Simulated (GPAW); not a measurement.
Input of a GPAW 26.7.0 run:

File run.py:

```python
from ase.dft.bandgap import bandgap
from ase.io import read, write
from ase.units import GPa
from gpaw import GPAW, PW, setup_paths

setup_paths.insert(0, '.')

atoms = read('POSCAR')

calc = GPAW(mode=PW(800),
            xc='LDA',
            kpts={'size': (9, 9, 9), 'gamma': True},
            occupations={'name': 'fermi-dirac', 'width': 0.05},
            nbands=13,
            convergence={'density': 1e-05, 'energy': 1e-05},
            maxiter=150,
            txt='gpaw.txt')
atoms.calc = calc
energy = atoms.get_potential_energy()
forces = atoms.get_forces()
stress = atoms.get_stress()
calc.write('gs.gpw')
write('result.traj', atoms)
print(f'Energy: {energy:.6f} eV')
print('Forces (eV/A):')
print(forces.round(4))
print('Stress (GPa):', (stress / GPa).round(3))
print('Fermi level:', round(calc.get_fermi_level(), 4), 'eV')
print(f'Gap: {bandgap(calc)[0]:.4f} eV, direct: {bandgap(calc, direct=True)[0]:.4f} eV')

path = atoms.cell.bandpath('GXMGRX,MR', npoints=60, eps=1e-4)
bs_calc = calc.fixed_density(kpts=path, symmetry='off', nbands=21,
                             convergence={'bands': 'CBM+6.0', 'eigenstates': 1e-6}, txt='bands.txt')
bs = bs_calc.band_structure()
bs.write('bs.json')
print(f'Gap on the path: {bandgap(bs_calc)[0]:.4f} eV')
```

Contents of POSCAR:

```
SiF
1.0
    3.0286000000      0.0000000000      0.0000000000
    0.0000000000      3.0286000000      0.0000000000
    0.0000000000      0.0000000000      3.0286000000
Si F
1 1
Direct
    0.5000000000      0.5000000000      0.5000000000
    0.0000000000      0.0000000000      0.0000000000
```

Potentials or basis: PAW data sets generated in the run's folder for this functional, pw.

The run is started by

```sh
$ gpaw-setup -f LDA F Si
$ OMP_NUM_THREADS=1 python run.py
```

Task: Predict the band gap along the path.

Result: None (metal or under the smearing width).

Task: Predict the pressure.

Result: -6.8 GPa.

Levels at the corners of the path, in eV from the Fermi level:
```tsv
point	band 1	band 2	band 3	band 4	band 5	band 6	band 7	band 8	band 9	band 10
Γ	-23.82	-8.91	-5.30	-5.30	-5.30	5.10	5.10	5.10	5.80	5.80
X	-23.57	-9.83	-4.97	-4.97	-2.67	-2.56	4.96	4.96	7.83	13.16
M	-23.39	-7.26	-7.26	-5.74	-4.76	0.92	0.92	6.11	6.50	11.68
Γ	-23.82	-8.91	-5.30	-5.30	-5.30	5.10	5.10	5.10	5.80	5.80
R	-23.24	-6.17	-6.17	-6.17	-2.91	-0.92	-0.92	-0.92	9.04	9.04
X	-23.57	-9.83	-4.97	-4.97	-2.67	-2.56	4.96	4.96	7.83	13.16
M	-23.39	-7.26	-7.26	-5.74	-4.76	0.92	0.92	6.11	6.50	11.68
R	-23.24	-6.17	-6.17	-6.17	-2.91	-0.92	-0.92	-0.92	9.04	9.04
```

Caveat: an odd number of electrons without spin polarisation forces a metal; a magnetic or distorted state may lie lower.
